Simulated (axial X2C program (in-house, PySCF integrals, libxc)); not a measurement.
# All-electron X2C curves of AuLi⁺

What are the state, bond length, wavenumber and bond energy of AuLi⁺, and what does spin–orbit coupling change?

Method: all-electron X2C, Au dyall-cv3z, Li dyall-cv3z; program: an in-house X2C program for linear molecules on PySCF integrals.

All values are calculated.

**1. The job**

Input file task.json:

```json
{"zs": [79, 3], "q": 1, "bas": ["dyall-cv3z", "dyall-cv3z"], "levels": ["PBE0", "HF", "TPSS"], "cc": true, "r0": 2.57, "thr": -2.0, "nmax": 90, "npts": 10, "nst": 2, "ntry": 6}
```

Keys: zs atomic numbers; q charge; bas basis sets; levels methods (HF also brings MP2); cc coupled cluster on or off; r0 starting distance in Å; thr threshold in hartree for freezing inner shells (an s shell follows its p shell); nmax most natural virtual spinors; npts points asked for on the curve; nst determinants followed; ntry starts of the search.

Launch:

```
python so2c.py task.json out
```

Spin-free means the one-electron spin-free X2C Hamiltonian; two-component (2c) means X2C with spin–orbit coupling and atomic mean-field two-electron Coulomb and Gaunt terms. Basis: Au dyall-cv3z contracted to [13s14p9d6f4g], Li dyall-cv3z contracted to [7s8p2d]; Gaussian nuclei, density fitting. Masses: Au 196.967 u, Li 7.016 u.

Notation: σ, π±, δ± give the projection m of an orbital's angular momentum (0, ±1, ±2), α and β its spin, Λ and M_S the sums; ω is the projection of a spinor's total angular momentum and Ω the sum. Logs are in hartree.

The results follow Hamiltonian by Hamiltonian and level by level.

**2. State search with PBE0**

Determinants are compared with PBE0 at 2.570 Å.

Spin-free determinants:

```tsv
ΔE (eV)	state	open shells
0.00	M_S = 1/2, Λ = 0	beyond closed shells: σα
1.81	M_S = 1/2, Λ = 2	beyond closed shells: δ+α, δ+β, δ-α
1.90	M_S = 1/2, Λ = 1	beyond closed shells: π+α, π+β, π-α
5.61	M_S = 1/2, Λ = 1	beyond closed shells: π+α
6.27	M_S = 3/2, Λ = 2	beyond closed shells: 2 × σα, δ+α, δ+β, δ-α
```

Two-component determinants:

```json
{"ΔE (eV)": "0.00", "state": "Ω = 1/2", "open shells": "excess of +ω over −ω: ω = 1/2"}
{"ΔE (eV)": "1.23", "state": "Ω = 5/2", "open shells": "excess of +ω over −ω: ω = 5/2"}
{"ΔE (eV)": "1.35", "state": "Ω = 3/2", "open shells": "excess of +ω over −ω: ω = 3/2"}
{"ΔE (eV)": "5.51", "state": "Ω = 5/2", "open shells": "excess of +ω over −ω: 2 × ω = 1/2, ω = 3/2"}
{"ΔE (eV)": "5.59", "state": "Ω = 7/2", "open shells": "excess of +ω over −ω: 2 × ω = 1/2, ω = 5/2"}
{"ΔE (eV)": "5.65", "state": "Ω = 3/2", "open shells": "excess of +ω over −ω: 3 × ω = 1/2"}
{"ΔE (eV)": "5.78", "state": "Ω = 3/2", "open shells": "excess of +ω over −ω: ω = 3/2"}
```

**3. PBE0, spin-free**

State followed: M_S = 1/2, Λ = 0 (beyond closed shells: σα). The scan is laid around 2.587 Å, a first estimate of the minimum, and this SCF restarts from the orbitals of the search.

The SCF at the reference distance of 2.587 Å:

```text
spin-free X2C-1e  PBE0
basis functions 219  fitting functions 1038  grid points 5083
iter        total energy     max residual
   1     -19021.802634662     3.41e+00
   2     -19021.851319338     1.42e-03
   3     -19021.851316587     1.31e-03
   4     -19021.851335871     2.01e-04
   5     -19021.851335810     1.09e-04
   6     -19021.851335961     4.27e-06
   7     -19021.851335962     2.13e-06
converged
one-electron -26156.39689064  Coulomb 7457.36915676  exact exchange -91.42464451  xc functional -279.87789030  nuclear repulsion 48.47893274
```

Along the bond, energies from the lowest point:

```
R (Å)  E (eV)  μ (D)  HOMO (eV)  LUMO (eV)  iterations
2.251  0.1525   7.07     -12.92     -10.07          12
2.354  0.0628   7.54     -12.78      -9.94          11
2.432  0.0242   7.90     -12.67      -9.85          11
2.509  0.0048   8.27     -12.56      -9.75          11
2.587  0.0000   8.64     -12.44      -9.65           7
2.678  0.0070   9.09     -12.31      -9.54           9
2.768  0.0252   9.54     -12.18      -9.42          10
2.885  0.0579  10.14     -12.00      -9.27          10
3.027  0.1074  10.88     -11.80      -9.10          11
3.234  0.1852  11.99     -11.50      -8.84          11
```

Dipoles are positive if Li is the positive end and refer to the centre of mass.

Outer orbitals at the reference distance:

```json
{"symmetry": "σα", "occupied": "yes", "ε (eV)": "-14.46", "atomic character": "95% Au d, 2% Li p"}
{"symmetry": "π-α", "occupied": "yes", "ε (eV)": "-14.28", "atomic character": "98% Au d"}
{"symmetry": "π+α", "occupied": "yes", "ε (eV)": "-14.28", "atomic character": "98% Au d"}
{"symmetry": "δ+α", "occupied": "yes", "ε (eV)": "-14.23", "atomic character": "100% Au d"}
{"symmetry": "δ-α", "occupied": "yes", "ε (eV)": "-14.23", "atomic character": "100% Au d"}
{"symmetry": "σβ", "occupied": "yes", "ε (eV)": "-14.19", "atomic character": "94% Au d, 2% Li p"}
{"symmetry": "π-β", "occupied": "yes", "ε (eV)": "-14.05", "atomic character": "99% Au d"}
{"symmetry": "π+β", "occupied": "yes", "ε (eV)": "-14.05", "atomic character": "99% Au d"}
{"symmetry": "δ+β", "occupied": "yes", "ε (eV)": "-13.84", "atomic character": "100% Au d"}
{"symmetry": "δ-β", "occupied": "yes", "ε (eV)": "-13.84", "atomic character": "100% Au d"}
{"symmetry": "σα", "occupied": "yes", "ε (eV)": "-12.44", "atomic character": "64% Au s, 16% Li p, 13% Li s"}
{"symmetry": "σβ", "occupied": "no", "ε (eV)": "-9.65", "atomic character": "63% Au s, 15% Li p, 15% Li s"}
{"symmetry": "σα", "occupied": "no", "ε (eV)": "-6.21", "atomic character": "49% Au p, 38% Li s, 7% Au s"}
{"symmetry": "σβ", "occupied": "no", "ε (eV)": "-5.72", "atomic character": "43% Au p, 43% Li s, 6% Li p"}
{"symmetry": "π+α", "occupied": "no", "ε (eV)": "-5.48", "atomic character": "53% Au p, 42% Li p, 3% Li d"}
```

PBE0 fields in the half plane through the axis: z from -2.4 to 4.8 Å across, distance from the axis 0.15 to 2.25 Å upwards; Au lies at z = 0 and Li at z = 2.587 Å; the ELF is damped to zero where the density is low.

log10 density (e/bohr³). Ten even steps from '0' (-6.88 ) to '9' (1.88 ):
```
2233334444444333322211000
2333444444444443332211100
2334445555554444333221100
3344555555555544433221110
3344556666665554443321110
3445566777666555554432110
3445667888766555666532110
3445667898776656786542110
```

ELF. Ten even steps from ' ' (0.00 ) to '@' (1.00 ):
```
                                                  
              ................                    
          ..........::::::----::                  
        ....::::::::::::--====::                  
        ..::::------------====                    
      ....::==++++++==--==++..    ....            
      ..::--++**==**++====++    @@@@@@%%          
      ..::==**------**======  **@@@@@@@@::        
```

Re = 2.581 Å, ωe = 269.3 cm⁻¹, Be = 0.3736 cm⁻¹, De = 0.672 eV, μ = 8.61 D.

**4. HF, spin-free**

Output at 2.587 Å:

```text
spin-free X2C-1e  HF
basis functions 219  fitting functions 1038  grid points 5083
iter        total energy     max residual
   1     -19016.247379202     1.31e+00
   2     -19016.282184953     1.63e-02
   3     -19016.283413888     1.86e-02
   4     -19016.284774988     2.04e-03
   5     -19016.285110388     1.65e-03
   6     -19016.285350869     1.17e-03
   7     -19016.285509497     5.90e-04
   8     -19016.285541278     2.79e-04
   9     -19016.285546617     1.78e-04
  10     -19016.285549080     8.64e-05
  11     -19016.285549674     2.77e-05
  12     -19016.285549741     8.32e-06
  13     -19016.285549747     4.47e-06
  14     -19016.285549748     8.50e-07
converged
one-electron -26159.73713217  Coulomb 7460.89262899  exact exchange -365.91997930  xc functional 0.00000000  nuclear repulsion 48.47893274
```

Re = 2.728 Å, ωe = 233.7 cm⁻¹, ωexe = 2.28 cm⁻¹, Be = 0.3343 cm⁻¹, De = 0.670 eV, μ = 8.75 D.

**5. TPSS, spin-free**

Output at 2.587 Å:

```text
spin-free X2C-1e  TPSS
basis functions 219  fitting functions 1038  grid points 5083
iter        total energy     max residual
   1     -19021.434873108     2.18e-01
   2     -19021.435237890     2.14e-02
   3     -19021.428563303     3.53e-02
   4     -19021.437727381     2.41e-03
   5     -19021.437812021     5.38e-04
   6     -19021.437817232     1.45e-04
   7     -19021.437817538     4.93e-05
   8     -19021.437817590     1.06e-05
   9     -19021.437817594     3.33e-06
  10     -19021.437817594     5.85e-07
converged
one-electron -26153.47922173  Coulomb 7454.38010080  exact exchange 0.00000000  xc functional -370.81762940  nuclear repulsion 48.47893274
```

Re = 2.574 Å, ωe = 275.1 cm⁻¹, Be = 0.3756 cm⁻¹, De = 0.704 eV, μ = 8.57 D.

**6. MP2 and beyond, spin-free**

Correlated methods: 11 electrons correlated (frozen shells, counted by type: Au 5 s, 4 p, 2 d, 1 f; Li 1 s), 263 virtual spinors in MP2, 90 natural virtuals in coupled cluster.

Output of the correlated part at 2.587 Å:

```text
correlated 11  virtual 263  natural virtual 90  E(MP2) -0.373682009  MP2 remainder -0.011364804
iter   CCSD correlation   residual
   1     -0.329918224   1.02e-01
   2     -0.337204690   3.45e-02
   3     -0.338547686   1.72e-02
   4     -0.338595919   6.46e-03
   5     -0.338691116   3.19e-03
   6     -0.338722571   1.73e-03
   7     -0.338721556   7.71e-04
   8     -0.338731501   2.80e-04
   9     -0.338725790   9.35e-05
  10     -0.338726700   2.81e-05
  11     -0.338726365   9.42e-06
  12     -0.338726579   3.50e-06
  13     -0.338726581   1.23e-06
(T) -0.015129996  T1 0.0309  D1 0.0864  max T2 0.039
```

T1 in the output is the amplitude norm over the root of the electron number; divide by √2 for the Lee–Taylor value.

MP2: Re = 2.592 Å, ωe = 265.0 cm⁻¹, Be = 0.3704 cm⁻¹, De = 0.505 eV.

CCSD: Re = 2.628 Å, ωe = 257.0 cm⁻¹, ωexe = 3.51 cm⁻¹, Be = 0.3603 cm⁻¹, De = 0.578 eV. T1 at Re = 0.022 (Lee–Taylor, the printed value over √2).

CCSD(T): Re = 2.622 Å, ωe = 259.9 cm⁻¹, ωexe = 3.63 cm⁻¹, Be = 0.362 cm⁻¹, De = 0.580 eV. T1 at Re = 0.022 (Lee–Taylor, the printed value over √2).

**7. A higher determinant, spin-free**

State: M_S = 1/2, Λ = 2 (beyond closed shells: δ+α, δ+β, δ-α).

Output at the reference distance:

```text
spin-free X2C-1e  PBE0
basis functions 219  fitting functions 1038  grid points 5083
iter        total energy     max residual
   1     -19021.730125188     3.38e+00
   2     -19021.785021504     1.54e-03
   3     -19021.785031272     9.99e-04
   4     -19021.785042282     2.70e-04
   5     -19021.785042360     9.07e-05
   6     -19021.785042476     1.07e-05
   7     -19021.785042478     3.49e-06
converged
one-electron -26148.01338477  Coulomb 7448.88391937  exact exchange -91.38361920  xc functional -279.75089061  nuclear repulsion 48.47893274
```

```
R (Å)  E above the lowest PBE0 point (eV)
2.251                               2.028
2.354                               1.906
2.432                               1.850
2.509                               1.818
2.587                               1.804
2.678                               1.804
2.768                               1.819
2.885                               1.852
3.027                               1.905
```

Re = 2.626 Å, ωe = 282.5 cm⁻¹, Be = 0.361 cm⁻¹, μ = 8.63 D. Te = 1.80 eV.

**8. The spin-free curves together**

Energy (eV) of the followed determinant, spin-free, from each level's lowest point:

```
R (Å)   PBE0     HF    MP2   CCSD  CCSD(T)   TPSS
2.251  0.153  0.268  0.162    n/a      n/a  0.151
2.354  0.063  0.144  0.068  0.086    0.084  0.061
2.432  0.024  0.082  0.028  0.039    0.038  0.023
2.509  0.005  0.040  0.007  0.012    0.011  0.004
2.587  0.000  0.015  0.000  0.000    0.000  0.000
2.678  0.007  0.001  0.006  0.000    0.001  0.008
2.768  0.025  0.000  0.022  0.012    0.014  0.028
2.885  0.058  0.013  0.052  0.038    0.041  0.062
3.027  0.107  0.044  0.097    n/a      n/a  0.115
3.234  0.185  0.106  0.168    n/a      n/a  0.196
```

(Part 1 of 2 ends here.)
